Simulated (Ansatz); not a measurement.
# NaCdIn: the cost of one run

Program: Ansatz 0.2.0. Level of theory: DFT PBE, scalar-relativistic, plane waves, PAW. These are calculated values, not measurements.

## (1) The structure to begin with

It takes space group P-6m2 (No. 187, hexagonal). Conventional cell: a = 5.139 Å, b = 5.139 Å, c = 3.404 Å, α = 90.00°, β = 90.00°, γ = 120.00°. Around Na (site symmetry -6m2) lie 2 Na at 3.40 Å and 6 In at 3.42 Å and 6 Cd at 3.42 Å. Around Cd (site symmetry -6m2) lie 3 In at 2.97 Å and 2 Cd at 3.40 Å. In (site symmetry -6m2) has 3 Cd at 2.97 Å and 2 In at 3.40 Å as nearest neighbours.

Coordinates:

```
Na Cd In
1.0
     5.13946    0.00000    0.00000
    -2.56973    4.45091    0.00000
     0.00000    0.00000    3.40403
Na Cd In
1 1 1
Direct
  0.00000 0.00000 0.00000
  0.66667 0.33333 0.50000
  0.33333 0.66667 0.50000
```

It is the end of an earlier relaxation with the same method, from a generated guess; it needn't be the stable form of this composition. At a tolerance of 0.05 Å it has space group P-6m2 (No. 187); it has 25.96 Å³/atom, an uncorrected energy of -0.14 eV/atom over the elements and, on its mesh, gap none (metal).

## (2) Volume × 0.97

Contents of input.yaml:

```yaml
crystal:
  lattice:
    - [5.0875452371, 2.8e-09, 0.0]
    - [-2.5437726209, 4.4059434168, 0.0]
    - [0.0, 0.0, 3.3696407466]
  atoms:
    - { symbol: Na, position: [0.0, 0.0, 0.0] }
    - { symbol: Cd, position: [0.6666666667, 0.3333333333, 0.5] }
    - { symbol: In, position: [0.3333333333, 0.6666666667, 0.5] }
basis:
  ecutwfc: 420
kpoints:
  mp_grid: { grid: [12, 12, 14] }
hamiltonian:
  xc: pbe
scf:
  occupations: { method: gaussian, width: 0.1 }
output:
  forces: true
  stress: true
  eigenvalues: true
relax:
  adjacent_minimum: "off"
  f_tol: 0.01
  max_steps: 30
  cell: { stress_tol: 0.1, fix: [volume] }
```

Run with:

```sh
> ansatz run input.yaml --threads 1 --pin off --max-ram 2560MiB --backend cpu --events-out ev --progress --plain --runs-dir out
```

**Question.** How long does this run take on 1 thread of Intel Xeon Platinum 8375C at 2.90GHz (Ice Lake), shared host, and how much memory does it need?

About 92 s, with a peak of 0.62 GiB.
